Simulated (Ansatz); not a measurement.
# CH5AlO: the cost of one run

Method: PBE0-D4/def2-TZVP structures, single points in def2-TZVPP, no counterpoise correction; program: Ansatz 0.2.0, Gaussian basis.

Levels: SPW92, PBE-D4, BLYP-D4, r2SCAN-D4, B97M-V, PBE0-D4, B3LYP-D4, r2SCAN0-D4, BHLYP-D4, CAM-B3LYP-D4, wB97X-V, wB97M-V, B2PLYP, PBE-QIDH, RPA on PBE, Hartree-Fock, MP2, CCSD, CCSD(T).

Correlated methods freeze the cores. B3LYP uses VWN-RPA correlation. B2PLYP carries no dispersion term here.

94 further runs of the same task are left out: 94 set aside as unsound or not needed.

### 1 The starting structure

The complex: 13 atoms, charge 0, spin multiplicity 1.

Atoms are counted from 1 here; the program's logs count them from 0.

Bond lengths: Al1–H3 1.587 Å, Al1–H4 1.577 Å, Al1–O6 1.692 Å, C2–H5 1.093 Å, C2–H8 1.090 Å, C2–H9 1.095 Å, C2–H10 1.088 Å, O6–C7 1.396 Å, C7–H11 1.098 Å, C7–H12 1.096 Å, C7–H13 1.095 Å. Angles: H3–Al1–H4 124.7°, H3–Al1–O6 118.5°, H4–Al1–O6 116.4°, H5–C2–H8 108.2°, H5–C2–H9 111.7°, H5–C2–H10 109.6°, H8–C2–H9 107.5°, H8–C2–H10 110.2°, H9–C2–H10 109.6°, Al1–O6–C7 132.9°, O6–C7–H11 112.7°, O6–C7–H12 110.4°, O6–C7–H13 110.1°, H11–C7–H12 107.9°, H11–C7–H13 107.9°, H12–C7–H13 107.7°.

Coordinates:

```xyz
13

Al   -1.3525    0.0683    0.4212
C     1.1502   -1.2266    1.3538
H    -1.8619   -1.2193   -0.3533
H    -1.6591    0.3850    1.9353
H     1.1908   -0.2316    0.9026
O    -0.5779    1.2861   -0.4611
C    -0.1715    1.3821   -1.7935
H     2.0674   -1.7556    1.0957
H     0.3111   -1.8133    0.9663
H     1.0613   -1.1331    2.4344
H    -0.5001    0.5267   -2.3987
H     0.9212    1.4390   -1.8561
H    -0.5790    2.2921   -2.2464
```

Its parts: CH₅AlO holds atoms 1, 3, 4, 6, 7, 11, 12, 13; CH₄ holds atoms 2, 5, 8, 9, 10. Each part counts its atoms afresh in its own runs.

### 2 Relaxing CH₅AlO alone

relax-a/in.yaml

```yaml
crystal:
  periodic: [false, false, false]
  atoms:
    - {symbol: Al, position_ang: [-1.352542, 0.068282, 0.421216]}
    - {symbol: H, position_ang: [-1.861891, -1.219300, -0.353309]}
    - {symbol: H, position_ang: [-1.659061, 0.384986, 1.935290]}
    - {symbol: O, position_ang: [-0.577855, 1.286138, -0.461069]}
    - {symbol: C, position_ang: [-0.171541, 1.382111, -1.793479]}
    - {symbol: H, position_ang: [-0.500096, 0.526709, -2.398737]}
    - {symbol: H, position_ang: [0.921230, 1.439037, -1.856148]}
    - {symbol: H, position_ang: [-0.578952, 2.292118, -2.246439]}
basis:
  gaussian: {orbitals: def2-TZVP}
hamiltonian: {xc: pbe0, dispersion: d4}
relax: {f_tol: 0.005, max_steps: 200}
```

Run with:

```bash
ansatz run in.yaml --threads 4 --pin off --events-out ev --progress --plain --max-ram 9574MiB
```

**Question.** How long does this run take on 4 threads of Arm Neoverse V2, shared host?

About 9 s.
